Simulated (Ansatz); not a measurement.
# RbBr (SMILES [Br][Rb]): a chain of runs

We compute a single-point energy (singlet RbBr, HF/def2-TZVP), then a single-point energy (doublet Rb, UHF/def2-TZVP), then a single-point energy (doublet Rb, UHF/def2-TZVP), then a single-point energy (doublet Br, UHF/def2-TZVP), then a single-point energy (doublet Br, UHF/def2-TZVP) of BrRb and its partners. 

The calculation is run with Ansatz 0.2.0.

5 further runs of the same task are left out: 5 for a known fault of the program.

## Step 1: The molecule

RbBr: 2 atoms, total charge 0, spin state singlet. SMILES: `[Br][Rb]`. The bond length is the measured one.

Bond lengths: Br1–Rb2 2.945 Å.

## Step 2: The energy at HF/def2-TZVP (core potential) (run 1)

in.yaml

```yaml
crystal:
  periodic: [false, false, false]
  atoms:
    - symbol: Br
      position_ang: [0.000000, 0.000000, 0.000000]
    - symbol: Rb
      position_ang: [0.000000, 0.000000, 2.944744]
basis:
  gaussian:
    orbitals: def2-TZVP
hamiltonian:
  xc: hf
total_charge: 0
```

Run with:

```bash
$ ansatz run in.yaml --threads 1 --pin off --max-ram 2610MiB --events-out events.jsonl --progress --plain --runs-dir runs
```

Output:

```text
Warning: RAYON_NUM_THREADS=1 ignored (pool sized by the plan → 1); use --threads N
Functional definition: HF
  name "HF"
  exchange = exact_x
  correlation = 0
828 factors; their error is unknown
mean field evaluation 1: about -70646.4722 eV, gradient 1.6e1 eV
mean field evaluation 2: about -70647.2449 eV, gradient 9.3e0 eV
mean field evaluation 4: about -70647.3398 eV, gradient 1.9e-1 eV
mean field evaluation 8: about -70649.1512 eV, gradient 1.4e-1 eV
mean field -70649.15122995 eV, -2596.3084199862 hartree, gradient 2.6e-5 eV, S^2 0.000000; 0 other end points of the search recorded, 0 dependent functions left out
reference -70649.15122995 eV, -2596.3084199862 hartree; 22, 22 occupied and 59, 59 virtual orbitals, 828 factors
Total energy: -70649.15122995 eV, -2596.3084199862 hartree
```

Run time: 0.58 s. Hardware: 1 thread of Arm Neoverse V1, shared host; peak memory 0.12 GiB.

## Step 3: The Rb atom: the energy at UHF/def2-TZVP (core potential) (run 2)

job.yaml

```yaml
crystal:
  periodic: [false, false, false]
  atoms:
    - {symbol: Rb, position_ang: [0.000000, 0.000000, 2.944744]}
basis:
  gaussian: {orbitals: def2-TZVP}
total_charge: 0
magnetization: {spin_polarized: true, initial_magnetization: 1}
hamiltonian: {xc: hf}
```

Run with:

```bash
$ ansatz run job.yaml --threads 1 --pin off --max-ram 2610MiB --events-out events.jsonl --progress --plain --runs-dir runs
```

Output:

```text
Warning: RAYON_NUM_THREADS=1 ignored (pool sized by the plan → 1); use --threads N
[... 4 set-up lines as earlier in the session ...]
280 factors; their error is unknown
mean field evaluation 1: about -647.5116 eV, gradient 4.7e-1 eV
mean field evaluation 2: about -647.5246 eV, gradient 2.5e-1 eV
mean field evaluation 4: about -647.5301 eV, gradient 1.6e-2 eV
mean field evaluation 8: about -647.7008 eV, gradient 2.1e-3 eV
mean field evaluation 16: about -647.6575 eV, gradient 6.1e-1 eV
mean field -647.70075018 eV, -23.8025635419 hartree, gradient 1.4e-5 eV, S^2 0.750356; 0 other end points of the search recorded, 0 dependent functions left out
reference -647.70075018 eV, -23.8025635419 hartree; 5, 4 occupied and 28, 29 virtual orbitals, 280 factors
Total energy: -647.70075018 eV, -23.8025635419 hartree
```

Wall time 0.1 s (1 thread of Arm Neoverse V1, shared host).

## Step 4: Rb among ghost functions: the energy at UHF/def2-TZVP (core potential, with ghost functions) (run 3)

molecule.yaml

```yaml
crystal:
  periodic: [false, false, false]
  atoms:
    - symbol: Rb
      position_ang: [0.000000, 0.000000, 2.944744]
basis:
  gaussian:
    orbitals: def2-TZVP
    ghost_atoms: [{symbol: Br, position_ang: [0.000000, 0.000000, 0.000000]}]
magnetization: {spin_polarized: true, initial_magnetization: 1}
hamiltonian: {xc: hf}
```

Run with:

```bash
$ ansatz run molecule.yaml --threads 1 --pin off --max-ram 2610MiB --events-out events.jsonl --progress --plain --runs-dir runs
```

Output:

```text
Warning: RAYON_NUM_THREADS=1 ignored (pool sized by the plan → 1); use --threads N
[... 4 set-up lines as earlier in the session ...]
734 factors; their error is unknown
mean field evaluation 1: about -647.6809 eV, gradient 4.7e-1 eV
mean field evaluation 2: about -647.6940 eV, gradient 2.6e-1 eV
mean field evaluation 4: about -647.6994 eV, gradient 1.5e-2 eV
mean field evaluation 8: about -647.6822 eV, gradient 4.7e-1 eV
mean field evaluation 16: about -646.3584 eV, gradient 2.2e0 eV
mean field evaluation 32: about -646.3447 eV, gradient 2.2e-1 eV
mean field -647.70074027 eV, -23.8025631776 hartree, gradient 8.1e-6 eV, S^2 0.750357; 0 other end points of the search recorded, 0 dependent functions left out
reference -647.70074027 eV, -23.8025631776 hartree; 5, 4 occupied and 76, 77 virtual orbitals, 734 factors
Total energy: -647.70074027 eV, -23.8025631776 hartree
```

It took 0.58 s on 1 thread of Arm Neoverse V1, shared host; peak memory 0.1 GiB.

## Step 5: The Br atom: the energy at UHF/def2-TZVP (run 4)

molecule.yaml

```yaml
crystal:
  periodic: [false, false, false]
  atoms:
    - {symbol: Br, position_ang: [0.000000, 0.000000, 0.000000]}
basis:
  gaussian:
    orbitals: def2-TZVP
magnetization:
  spin_polarized: true
  initial_magnetization: 1
hamiltonian:
  xc: hf
```

Run the same way, it converges to -2572.39810 Eh (log not shown).

## Step 6: Br among ghost functions: a single-point energy at UHF/def2-TZVP (with ghost functions) (run 5)

input.yaml

```yaml
crystal:
  periodic: [false, false, false]
  atoms:
    - {symbol: Br, position_ang: [0.000000, 0.000000, 0.000000]}
basis:
  gaussian:
    orbitals: def2-TZVP
    ghost_atoms: [{symbol: Rb, position_ang: [0.000000, 0.000000, 2.944744]}]
hamiltonian:
  xc: hf
magnetization:
  spin_polarized: true
  initial_magnetization: 1
```

Run the same way, it converges to -2572.39838 Eh (log not shown).

## Step 7: Results

| quantity | value |
| --- | --- |
| run 1, HF/def2-TZVP: total energy | -2596.30842 Eh |
| Rb atom: total energy | -23.80256 Eh |
| Rb atom: ⟨S²⟩ | 0.750 |
| Rb among ghost functions: total energy | -23.80256 Eh |
| Rb among ghost functions: ⟨S²⟩ | 0.750 |
| Br atom: total energy | -2572.39810 Eh |
| Br atom: ⟨S²⟩ | 0.759 |
| Br among ghost functions: total energy | -2572.39838 Eh |
| Br among ghost functions: ⟨S²⟩ | 0.759 |
| electronic atomisation energy | 2.932 eV |
| interaction energy of the rigid parts Rb and Br (parts in their own basis; closest atoms 2.94 Å apart) | -2.932 eV |
| interaction energy of the rigid parts Rb and Br (parts in the whole basis, counterpoise; closest atoms 2.94 Å apart) | -2.925 eV |

**Reading.** Taking the molecule apart into free atoms costs 2.93 eV (68 kcal/mol), before zero-point energy and without spin-orbit coupling. Hartree–Fock lacks the correlation of the bonding pairs, which as a rule makes this value much too low; in minimal bases other errors can mask that. The interaction energy of the rigid parts Rb and Br (parts in their own basis; closest atoms 2.94 Å apart) is −2.93 eV (−283 kJ/mol): the parts attract. Without counterpoise this holds the superposition error of the basis. The interaction energy of the rigid parts Rb and Br (parts in the whole basis, counterpoise; closest atoms 2.94 Å apart) is −2.92 eV (−282 kJ/mol): the parts attract. The basis-set superposition error is 0.7 kJ/mol.
